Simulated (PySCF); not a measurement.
# B3LYP/STO-3G run of GeTe (SMILES [Ge][Te])

Aim: the vertical singlet–triplet gap of GeTe at B3LYP/STO-3G, from 2 runs. Input form: a Python script.

Program for the calculation: PySCF 2.14.0.

8 further runs of the same task are left out: 8 set aside as unsound or not needed.

## (1) The system as given

GeTe: 2 atoms, total charge 0, spin state singlet. SMILES: `[Ge][Te]`. The bond length is the measured one.

Bond lengths: Ge1–Te2 2.340 Å.

## (2) The energy at B3LYP/STO-3G

calc.py reads:

```python
from pyscf import gto, dft

system = gto.M(
    atom='Ge 0.000000 0.000000 0.000000; Te 0.000000 0.000000 2.340165',
    max_memory=1860,
    spin=0,
    basis='sto-3g',
    verbose=3,
    charge=0,
)

mf = dft.RKS(system, xc='b3lyp')
mf.grids.level = 5
mf.conv_tol = 1e-10
mf.kernel()
if not mf.converged:
    mf = mf.newton().run(mf.mo_coeff, mf.mo_occ)

etot = mf.e_tot
print('E(%s) = %.9f' % ('B3LYP', etot))
```

Command:

```console
$ OMP_NUM_THREADS=1 python calc.py
```

Output:

```text
converged SCF energy = -8602.26411601946
E(B3LYP) = -8602.264116019
```

Wall time 2.1 s (1 thread of Arm Neoverse V2, shared host); peak memory 0.24 GiB.

## (3) The triplet at the same level

input.py reads:

```python
from pyscf import gto, dft

molecule = gto.M(
    atom='''
Ge     0.000000     0.000000     0.000000
Te     0.000000     0.000000     4.422271
''',
    unit='bohr',
    basis='sto-3g',
    verbose=3,
    max_memory=1860,
    spin=2,
    charge=0,
)

mf = dft.UKS(molecule)
mf.xc = 'b3lyp'
mf.grids.level = 5
mf.conv_tol = 1e-10
mf.kernel()
if not mf.converged:
    mf = mf.newton().run(mf.mo_coeff, mf.mo_occ)

etot = mf.e_tot
print('Final energy', etot)
```

Command:

```console
$ OMP_NUM_THREADS=1 python input.py
```

Output:

```text
WARN: HOMO -0.491867169262846 >= LUMO -0.660802136229525

WARN: HOMO -0.028818521498631 >= LUMO -0.0980417410471366

WARN: HOMO -0.0382394607468223 >= LUMO -0.0455523294505731

WARN: HOMO -0.0641795939346579 >= LUMO -0.117671239229613

WARN: HOMO -0.06274714980746 >= LUMO -0.100567493791414

WARN: HOMO -0.0631822434202138 >= LUMO -0.0994096239094501

WARN: HOMO -0.0638486393792666 >= LUMO -0.100476029468511

WARN: HOMO -0.0638662404572576 >= LUMO -0.100680413335688

WARN: HOMO -0.0637806535313507 >= LUMO -0.100599407444227

WARN: HOMO -0.0637192684578048 >= LUMO -0.100505535405897

WARN: HOMO -0.0637256692082803 >= LUMO -0.100520926498724

WARN: HOMO -0.0637222646452793 >= LUMO -0.100524311721459

WARN: HOMO -0.0637209347780974 >= LUMO -0.100525245587768

WARN: HOMO -0.0637208503203042 >= LUMO -0.100523910686978

WARN: HOMO -0.0637211113358703 >= LUMO -0.100524639307914

converged SCF energy = -8602.17004517576  <S^2> = 2.0148916  2S+1 = 3.0099113
Final energy -8602.170045175762
```

Wall time 4.2 s (1 thread of Arm Neoverse V2, shared host); peak memory 0.25 GiB.

## (4) What came out

Level: B3LYP/STO-3G.

```
                                        quantity           value
                           singlet: total energy  -8602.26412 Eh
                          singlet: dipole moment          1.96 D
                            singlet: HOMO energy        -3.54 eV
                            singlet: LUMO energy         0.37 eV
                          singlet: HOMO–LUMO gap         3.91 eV
                           triplet: total energy  -8602.17005 Eh
                          triplet: dipole moment          2.07 D
     triplet: HOMO energy (highest over α and β)        -1.73 eV
                                   triplet: ⟨S²⟩           2.015
vertical energy of the triplet above the singlet        2.560 eV
```

In words: At this shape the triplet lies 2.56 eV (59 kcal/mol) above the singlet. In a minimal basis such a difference can be off by several eV, whatever the method. Relativity is left out (singlet) although the molecule holds a heavy atom. Relativity is left out (triplet) although the molecule holds a heavy atom.
